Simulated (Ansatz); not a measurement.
**FGe2H6N: two geometries relaxed**

Aim: relax the geometries before and after the inversion of the pyramid at N1, and see whether they are two minima and how far apart in energy. SMILES of the start: [NH2][GeH]([F])[GeH3].

All numbers below are computed with Ansatz 0.2.0 (RKS B3LYP-D4/def2-SVP).

## 1. Starting point

Bond lengths: N1–Ge2 1.807 Å, Ge2–F3 1.738 Å, Ge2–Ge4 2.346 Å, N1–H5 1.065 Å, N1–H6 1.102 Å, Ge2–H7 1.567 Å, Ge4–H8 1.560 Å, Ge4–H9 1.628 Å, Ge4–H10 1.528 Å. Angles (14 of 15 angles, heavy atoms first): N1–Ge2–F3 107.6°, N1–Ge2–Ge4 111.2°, F3–Ge2–Ge4 108.6°, N1–Ge2–H7 110.9°, F3–Ge2–H7 109.3°, Ge4–Ge2–H7 109.3°, Ge2–N1–H5 110.1°, Ge2–N1–H6 108.1°, Ge2–Ge4–H8 109.1°, Ge2–Ge4–H9 109.4°, Ge2–Ge4–H10 113.5°, H5–N1–H6 102.1°, H8–Ge4–H9 107.6°, H8–Ge4–H10 110.1°.

Coordinates:

```xyz
10

N    -0.4183    1.0431   -1.5001
Ge    0.7109    0.3725   -0.2593
F     2.0257   -0.3892   -1.1030
Ge   -0.3548   -1.2381    1.0727
H     0.0540    1.8313   -2.0379
H    -1.2271    1.5754   -0.9743
H     1.2742    1.5123    0.6572
H    -0.9206   -2.3665    0.1565
H    -1.6142   -0.5539    1.8455
H     0.5533   -1.8379    2.1456
```

## 2. End point A

Input file input.yaml:

```yaml
crystal:
  periodic: [false, false, false]
  atoms:
    - { symbol: "N", position_ang: [-0.4183, 1.0431, -1.5001] }
    - { symbol: Ge, position_ang: [0.7109, 0.3725, -0.2593] }
    - { symbol: F, position_ang: [2.0257, -0.3892, -1.103] }
    - { symbol: Ge, position_ang: [-0.3548, -1.2381, 1.0727] }
    - { symbol: H, position_ang: [0.054, 1.8313, -2.0379] }
    - { symbol: H, position_ang: [-1.2271, 1.5754, -0.9743] }
    - { symbol: H, position_ang: [1.2742, 1.5123, 0.6572] }
    - { symbol: H, position_ang: [-0.9206, -2.3665, 0.1565] }
    - { symbol: H, position_ang: [-1.6142, -0.5539, 1.8455] }
    - { symbol: H, position_ang: [0.5533, -1.8379, 2.1456] }
basis:
  gaussian: { orbitals: def2-SVP }
hamiltonian:
  xc: b3lyp
  dispersion: d4
relax:
  f_tol: 0.015
  max_steps: 40
```

On the command line:

```sh
ansatz run input.yaml --threads 2 --pin off --max-ram 3072MiB --backend cpu --events-out ev --progress --plain --runs-dir out
```

Log (excerpt; [...] marks lines left out):

```text
Warning: RAYON_NUM_THREADS=2 ignored (pool sized by the plan → 2); use --threads N
[...]
Functional definition: B3LYP
[...]
1311 factors; integrals over basis functions are off by at most 2.6e-4 eV
[...]
mean field -117327.05631985 eV, -4311.6897926192 hartree, gradient 4.7e-5 eV, S^2 0.000000; 0 other end points of the search recorded, 0 dependent functions left out
[...]
reference -117327.05660074 eV, -4311.6898029420 hartree; 43, 43 occupied and 79, 79 virtual orbitals, 1311 factors
relax step   1: F+E_penalty+E_count = -117327.37936110 eV  Δ(F+E_penalty+E_count) = +0.000e0 eV  max|allowed force component| = 2.891e0 eV/Å  Δτ_max = 0.0000 Å  (25 SCF iters, accepted)
[...]
relax step   3: F+E_penalty+E_count = -117327.72313559 eV  Δ(F+E_penalty+E_count) = -3.979e-2 eV  max|allowed force component| = 2.918e-1 eV/Å  Δτ_max = 0.1059 Å  (28 SCF iters, accepted)
[...]
relax step   5: F+E_penalty+E_count = -117327.76440967 eV  Δ(F+E_penalty+E_count) = -3.611e-2 eV  max|allowed force component| = 3.176e-1 eV/Å  Δτ_max = 0.2000 Å  (28 SCF iters, accepted)
[...]
relax step   7: F+E_penalty+E_count = -117327.79187386 eV  Δ(F+E_penalty+E_count) = -1.830e-2 eV  max|allowed force component| = 5.986e-1 eV/Å  Δτ_max = 0.1577 Å  (28 SCF iters, accepted)
[...]
relax step   9: F+E_penalty+E_count = -117327.86023895 eV  Δ(F+E_penalty+E_count) = -4.498e-2 eV  max|allowed force component| = 4.119e-1 eV/Å  Δτ_max = 0.1998 Å  (28 SCF iters, accepted)
[...]
relax step  10: F+E_penalty+E_count = -117327.85973800 eV  Δ(F+E_penalty+E_count) = +5.009e-4 eV  max|allowed force component| = 4.315e-1 eV/Å  Δτ_max = 0.1636 Å  (27 SCF iters, rejected (line search))
[...]
relax step  11: F+E_penalty+E_count = -117327.87362915 eV  Δ(F+E_penalty+E_count) = -1.339e-2 eV  max|allowed force component| = 3.293e-1 eV/Å  Δτ_max = 0.0793 Å  (25 SCF iters, accepted)
[...]
1311 factors; integrals over basis functions are off by at most 3.0e-4 eV
```

## 3. The output, continued: end point A relaxed

Output, continued (excerpt; [...] marks lines left out):

```text
mean field -117327.56128522 eV, -4311.7083497544 hartree, gradient 8.9e-5 eV, S^2 0.000000; 0 other end points of the search recorded, 0 dependent functions left out
[...]
reference -117327.56156294 eV, -4311.7083599606 hartree; 43, 43 occupied and 79, 79 virtual orbitals, 1311 factors
relax step  12: F+E_penalty+E_count = -117327.87966720 eV  Δ(F+E_penalty+E_count) = -6.038e-3 eV  max|allowed force component| = 9.280e-2 eV/Å  Δτ_max = 0.1000 Å  (25 SCF iters, accepted)
[...]
relax step  18: F+E_penalty+E_count = -117327.88284971 eV  Δ(F+E_penalty+E_count) = -9.420e-5 eV  max|allowed force component| = 1.969e-2 eV/Å  Δτ_max = 0.0070 Å  (22 SCF iters, accepted)
[...]
relax step  19: F+E_penalty+E_count = -117327.88288588 eV  Δ(F+E_penalty+E_count) = -3.618e-5 eV  max|allowed force component| = 5.048e-3 eV/Å  Δτ_max = 0.0071 Å  (24 SCF iters, accepted)
[...]
Atom 0 at    -0.459635     1.328207    -1.252053 Å, force     0.000527    -0.005048     0.001564 eV/Å
Atom 1 at     0.720387     0.499021    -0.132511 Å, force     0.003508     0.000327    -0.005012 eV/Å
Atom 2 at     1.962637    -0.358646    -1.055594 Å, force    -0.004998     0.003632     0.003525 eV/Å
Atom 3 at    -0.437941    -1.204579     1.160778 Å, force    -0.001878    -0.004455     0.002006 eV/Å
Atom 4 at    -0.086502     2.091450    -1.813450 Å, force     0.000648     0.003304    -0.002146 eV/Å
Atom 5 at    -1.020975     0.718384    -1.842735 Å, force     0.000668     0.000383     0.000970 eV/Å
Atom 6 at     1.482270     1.594441     0.639200 Å, force    -0.000153    -0.001450    -0.000344 eV/Å
Atom 7 at    -1.255376    -2.097687     0.205265 Å, force     0.001652     0.002548     0.000747 eV/Å
Atom 8 at    -1.397760    -0.543927     2.170688 Å, force     0.000571     0.000301    -0.000657 eV/Å
Atom 9 at     0.575995    -2.077665     1.923312 Å, force    -0.000545     0.000458    -0.000653 eV/Å
Dipole moment:    -0.300535     0.169180    -0.004275 e Å
```

It took 81 s on 2 threads of Arm Neoverse V1, shared host; peak memory 0.34 GiB.

Relaxation path:

| step | energy from step 1 (eV) | largest force component (eV/Å) |
| --- | --- | --- |
| 1 | 0.0000 | 2.8909 |
| 2 | -0.3040 | 1.2893 |
| 3 | -0.3438 | 0.2918 |
| 4 | -0.3489 | 0.4558 |
| 5 | -0.3850 | 0.3176 |
| 6 | -0.3942 | 0.5466 |
| 7 | -0.4125 | 0.5986 |
| 8 | -0.4359 | 0.3815 |
| 9 | -0.4809 | 0.4119 |
| 10x | -0.4804 | 0.4315 |
| 11 | -0.4943 | 0.3293 |
| 12 | -0.5003 | 0.0928 |
| 13 | -0.5010 | 0.1400 |
| 14 | -0.5021 | 0.0514 |
| 15 | -0.5029 | 0.0164 |
| 16 | -0.5033 | 0.0338 |
| 17 | -0.5034 | 0.0394 |
| 18 | -0.5035 | 0.0197 |
| 19 | -0.5035 | 0.0050 |

Step 1 is the start. 1 step was tried and not accepted (marked x).

After: Bond lengths: N1–Ge2 1.826 Å, Ge2–F3 1.769 Å, Ge2–Ge4 2.432 Å, N1–H5 1.018 Å, N1–H6 1.018 Å, Ge2–H7 1.541 Å, Ge4–H8 1.542 Å, Ge4–H9 1.542 Å, Ge4–H10 1.540 Å. Angles (14 of 15 angles, heavy atoms first): N1–Ge2–F3 110.7°, N1–Ge2–Ge4 109.7°, F3–Ge2–Ge4 105.8°, N1–Ge2–H7 107.7°, F3–Ge2–H7 105.0°, Ge4–Ge2–H7 117.8°, Ge2–N1–H5 116.2°, Ge2–N1–H6 116.1°, Ge2–Ge4–H8 109.2°, Ge2–Ge4–H9 110.2°, Ge2–Ge4–H10 110.3°, H5–N1–H6 109.3°, H8–Ge4–H9 108.9°, H8–Ge4–H10 109.1°.

## 4. End point B

The second end starts from a geometry with the move made by hand.

input.yaml, as its differences from that of step 2:

```diff
@@ -7,4 +7,4 @@
     - { symbol: Ge, position_ang: [-0.3548, -1.2381, 1.0727] }
-    - { symbol: H, position_ang: [0.054, 1.8313, -2.0379] }
-    - { symbol: H, position_ang: [-1.2271, 1.5754, -0.9743] }
+    - { symbol: H, position_ang: [-0.04472, 0.85028, -2.47827] }
+    - { symbol: H, position_ang: [-1.3412, 0.44149, -1.4833] }
     - { symbol: H, position_ang: [1.2742, 1.5123, 0.6572] }
```

On the command line:

```sh
ansatz run input.yaml --threads 2 --pin off --max-ram 3072MiB --backend cpu --events-out ev --progress --plain --runs-dir out
```

Log (excerpt; [...] marks lines left out):

```text
Warning: RAYON_NUM_THREADS=2 ignored (pool sized by the plan → 2); use --threads N
[...]
Functional definition: B3LYP
[...]
1311 factors; integrals over basis functions are off by at most 2.7e-4 eV
[...]
mean field -117327.07660064 eV, -4311.6905379247 hartree, gradient 4.9e-5 eV, S^2 0.000000; 0 other end points of the search recorded, 0 dependent functions left out
[...]
reference -117327.07687789 eV, -4311.6905481135 hartree; 43, 43 occupied and 79, 79 virtual orbitals, 1311 factors
relax step   1: F+E_penalty+E_count = -117327.40161579 eV  Δ(F+E_penalty+E_count) = +0.000e0 eV  max|allowed force component| = 2.339e0 eV/Å  Δτ_max = 0.0000 Å  (26 SCF iters, accepted)
[...]
relax step   3: F+E_penalty+E_count = -117327.77262431 eV  Δ(F+E_penalty+E_count) = -6.170e-2 eV  max|allowed force component| = 1.145e0 eV/Å  Δτ_max = 0.1547 Å  (28 SCF iters, accepted)
[...]
Total energy: -117327.88286443 eV, -4311.7201675726 hartree
Atom 0 at    -0.514501     0.895505    -1.539425 Å, force    -0.003160    -0.014215    -0.006055 eV/Å
Atom 1 at     0.662273     0.318396    -0.268440 Å, force     0.004245    -0.002642     0.000511 eV/Å
Atom 2 at     2.009676    -0.554687    -1.012347 Å, force    -0.004964     0.004703     0.003868 eV/Å
Atom 3 at    -0.427827    -1.281849     1.204130 Å, force    -0.002908     0.004194    -0.009057 eV/Å
Atom 4 at    -0.168955     1.607504    -2.180499 Å, force    -0.002314    -0.005113     0.000029 eV/Å
Atom 5 at    -0.992910     0.168934    -2.068150 Å, force     0.001589     0.011196     0.000812 eV/Å
Atom 6 at     1.299735     1.564482     0.375755 Å, force     0.007475     0.008159     0.004075 eV/Å
Atom 7 at    -1.056990    -2.404396     0.354126 Å, force    -0.001948     0.001966     0.005498 eV/Å
Atom 8 at    -1.538472    -0.582900     2.014290 Å, force     0.005149    -0.006726     0.000632 eV/Å
Atom 9 at     0.598250    -1.896919     2.174089 Å, force    -0.003165    -0.001524    -0.000314 eV/Å
Dipole moment:    -0.311085     0.141928    -0.039486 e Å
```

Run time: 41 s. Hardware: 2 threads of Arm Neoverse V1, shared host; peak memory 0.34 GiB.

The steps of the relaxation:

| step | energy from step 1 (eV) | largest force component (eV/Å) |
| --- | --- | --- |
| 1 | 0.0000 | 2.3385 |
| 2 | -0.3093 | 1.3194 |
| 3 | -0.3710 | 1.1455 |
| 4 | -0.4318 | 0.5020 |
| 5 | -0.4590 | 0.2314 |
| 6 | -0.4785 | 0.0565 |
| 7 | -0.4804 | 0.0480 |
| 8 | -0.4808 | 0.0386 |
| 9 | -0.4810 | 0.0142 |

Step 1 is the start.

After: Bond lengths: N1–Ge2 1.826 Å, Ge2–F3 1.770 Å, Ge2–Ge4 2.433 Å, N1–H5 1.018 Å, N1–H6 1.018 Å, Ge2–H7 1.541 Å, Ge4–H8 1.542 Å, Ge4–H9 1.542 Å, Ge4–H10 1.540 Å. Angles (14 of 15 angles, heavy atoms first): N1–Ge2–F3 110.7°, N1–Ge2–Ge4 109.9°, F3–Ge2–Ge4 105.7°, N1–Ge2–H7 107.6°, F3–Ge2–H7 105.1°, Ge4–Ge2–H7 117.7°, Ge2–N1–H5 116.1°, Ge2–N1–H6 116.0°, Ge2–Ge4–H8 109.1°, Ge2–Ge4–H9 110.0°, Ge2–Ge4–H10 110.2°, H5–N1–H6 109.4°, H8–Ge4–H9 109.0°, H8–Ge4–H10 109.2°.

## 5. Results

| quantity | value |
| --- | --- |
| end A | 17 moves, 0.504 eV lower |
| end B | 8 moves, 0.481 eV lower |
| largest difference between the ends | 0.06 Å |
| end B relative to end A | +0.000 eV |

In words: The two relaxations end at one structure, within 0.06 Å: no second minimum was found from this start, which doesn't rule one out.
